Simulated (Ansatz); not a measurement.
# Sb: the cost of one run

Method: DFT PBEsol, scalar-relativistic, plane waves, PAW, in Ansatz 0.2.0.

## 1. The starting structure

Symmetry: P6_3/mmc, No. 194, hexagonal system. Conventional cell: a = 3.323 Å, b = 3.323 Å, c = 5.468 Å, α = 90.00°, β = 90.00°, γ = 120.00°. Around Sb (site symmetry -6m2) lie 12 Sb at 3.32 to 3.34 Å.

Structure file:

```xyz
2
Lattice="3.3225 0.0000 0.0000 -1.6613 2.8774 0.0000 0.0000 0.0000 5.4677" Properties=species:S:1:pos:R:3 pbc="T T T"
Sb    0.0000    1.9183    1.3669
Sb    1.6613    0.9591    4.1008
```

It is the result of an earlier relaxation at this level (volume 26.14 Å³/atom; gap on the mesh: none (metal)).

## 2. The reference: the undisturbed cell on the scan's mesh

input.yaml reads:

```yaml
crystal:
  lattice:
    - [3.3225106517, 0.0, 0.0]
    - [-1.6612553259, 2.8773786287, 0.0]
    - [0.0, 0.0, 5.4677413049]
  atoms:
    - { symbol: Sb, position: [0.3333333333, 0.6666666667, 0.25] }
    - { symbol: Sb, position: [0.6666666667, 0.3333333333, 0.75] }
basis:
  ecutwfc: 420
kpoints:
  mp_grid: { grid: [12, 12, 6] }
hamiltonian:
  xc: pbesol
scf:
  occupations: { method: gaussian, width: 0.15 }
output:
  forces: true
  stress: true
  eigenvalues: true
  write_density: true
  write_potential: true
  elf: true
  volumetric_format: npy
```

Command:

```console
$ ansatz run input.yaml --threads 1 --pin off --max-ram 2560MiB --backend cpu --events-out ev --progress --plain --runs-dir out
```

What time and memory should one allow on 1 thread of Arm Neoverse V2, shared host?

About 3.8 s, with a peak of 0.34 GiB.
